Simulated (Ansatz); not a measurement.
# WSeS: the cost of one run

Program: Ansatz 0.2.0. Level of theory: DFT PBEsol, scalar-relativistic, plane waves, PAW. These are calculated values, not measurements.

1 further run of the same task is left out (it didn't finish).

## (1) The starting structure

The structure is trigonal, space group P-3m1 (No. 164). Conventional cell: a = 3.208 Å, b = 3.208 Å, c = 12.975 Å, α = 90.00°, β = 90.00°, γ = 120.00°. W (site symmetry 3m) has 3 S at 2.40 Å and 3 Se at 2.52 Å as nearest neighbours. Se (site symmetry 3m) is surrounded by 3 W at 2.52 Å. S (site symmetry 3m) has 3 W at 2.40 Å as nearest neighbours.

As a file:

```xyz
6
Lattice="3.2075 0.0000 0.0000 -1.6038 2.7778 0.0000 0.0000 0.0000 12.9750" Properties=species:S:1:pos:R:3 pbc="T T T"
W     0.0000    1.8519    3.3527
W     1.6038    0.9259    9.6223
Se    0.0000    1.8519   11.3303
Se    1.6038    0.9259    1.6447
S     1.6038    0.9259    4.8866
S     0.0000    1.8519    8.0884
```

It goes back to an entry of the Materials Project, which need not be the stable form.

This cell was relaxed beforehand with the same method: volume 19.27 Å³/atom, gap on the mesh 1.02 eV.

Reference energy of this cell: -33135.7914 eV (6 atoms, 9×9×2 mesh, zero smearing).

## (2) Cell: atoms packed at random at 1.00 times the crystal's volume

3 W, 3 Se, 3 S were thrown into a skewed cell at random, at 1.00 times a reference volume of the solid, and pushed apart as soft spheres.

The cell holds 3 W, 3 Se, 3 S: a = 5.408 Å, b = 5.777 Å, c = 5.644 Å, α = 100.12°, β = 87.47°, γ = 89.74°.

## (3) Relaxation without symmetry, coarse mesh

Cell and atoms move without symmetry, on a coarse mesh with loose thresholds.

input.yaml reads:

```yaml
crystal:
  lattice:
    - [5.406667, 0.018135, 0.122963]
    - [0.018135, 5.754583, -0.504086]
    - [0.122963, -0.504086, 5.620551]
  atoms:
    - { symbol: W, position: [0.3440816305, 0.8976713715, 0.2911331587] }
    - { symbol: W, position: [0.8501028254, 0.2009209493, 0.7211906043] }
    - { symbol: W, position: [0.7332367459, 0.677909179, 0.5691272047] }
    - { symbol: Se, position: [0.9004293504, 0.0267770728, 0.1624964067] }
    - { symbol: Se, position: [0.4112186871, 0.0135393199, 0.8389521072] }
    - { symbol: Se, position: [0.5990345372, 0.5433303137, 0.0169612436] }
    - { symbol: S, position: [0.0830985119, 0.5318771397, 0.265078888] }
    - { symbol: S, position: [0.1146645159, 0.5646616912, 0.7696431257] }
    - { symbol: S, position: [0.4811805018, 0.3118808221, 0.4508098579] }
  symmetry: { detect: false }
basis:
  ecutwfc: 420
kpoints:
  mp_grid: { grid: [3, 2, 3], shift: [0.0, 0.5, 0.0] }
hamiltonian:
  xc: pbesol
scf:
  occupations: { method: gaussian, width: 0.1 }
  lower_state_search: "off"
output:
  forces: true
  stress: true
  eigenvalues: true
relax:
  adjacent_minimum: "off"
  f_tol: 0.04
  max_steps: 70
  cell: { stress_tol: 0.3 }
```

Command:

```bash
$ ansatz run input.yaml --threads 2 --pin off --max-ram 4096MiB --backend cpu --events-out ev --progress --plain --runs-dir out
```

What time and memory should one allow on 2 threads of Intel Xeon Platinum 8259CL at 2.50GHz (Skylake/Cascade Lake), shared host?

About 2.6 min, with a peak of 0.58 GiB.
